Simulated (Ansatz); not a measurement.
# YbMn2Sb2: the cost of one run

Program: Ansatz 0.2.0. Level of theory: DFT PBE+U (U_eff = 6 eV on Yb 4f), scalar-relativistic, plane waves, PAW. These are calculated values, not measurements.

## 1. The starting structure

It takes space group P-3m1 (No. 164, trigonal). Conventional cell: a = 4.522 Å, b = 4.522 Å, c = 7.439 Å, α = 90.00°, β = 90.00°, γ = 120.00°. Yb (site symmetry -3m) has 6 Sb at 3.25 Å as nearest neighbours. Around Mn (site symmetry 3m) lie 4 Sb at 2.68 to 2.76 Å. Sb (site symmetry 3m) has 4 Mn at 2.68 to 2.76 Å as nearest neighbours.

Structure file:

```xyz
5
Lattice="4.5220 0.0000 0.0000 -2.2610 3.9162 0.0000 0.0000 0.0000 7.4390" Properties=species:S:1:pos:R:3 pbc="T T T"
Yb    0.0000    0.0000    0.0000
Mn    0.0000    2.6108    4.6122
Mn    2.2610    1.3054    2.8268
Sb    0.0000    2.6108    1.9341
Sb    2.2610    1.3054    5.5049
```

Starting moments: Mn 3.50 μB.

## 2. First run, at the start cell

input.yaml

```yaml
crystal:
  lattice:
    - [4.522, 0.0, 0.0]
    - [-2.261, 3.9161668759, 0.0]
    - [0.0, 0.0, 7.439]
  atoms:
    - { symbol: Yb, position: [0.0, 0.0, 0.0] }
    - { symbol: Mn, position: [0.3333333333, 0.6666666667, 0.62], spin: 3.5 }
    - { symbol: Mn, position: [0.6666666667, 0.3333333333, 0.38], spin: 3.5 }
    - { symbol: Sb, position: [0.3333333333, 0.6666666667, 0.26] }
    - { symbol: Sb, position: [0.6666666667, 0.3333333333, 0.74] }
basis:
  ecutwfc: 420
  ecutrho_ratio: 4
kpoints:
  mp_grid: { grid: [4, 4, 2] }
hamiltonian:
  xc: pbe
  hubbard: { sites: [{ species: Yb, l: f, u_eff: 6.0 }] }
scf:
  occupations: { method: gaussian, width: 0.05 }
output:
  forces: true
  stress: true
  eigenvalues: true
  populations: true
  hubbard: { sites: [{ species: Yb, l: f }] }
magnetization:
  spin_polarized: true
```

Run with:

```console
> ansatz run input.yaml --threads 8 --pin off --max-ram 22528MiB --backend cpu --events-out ev --progress --plain --runs-dir out
```

What time and memory should one allow on 8 threads of Arm Neoverse V1, shared host?

About 5.8 s, with a peak of 0.71 GiB.
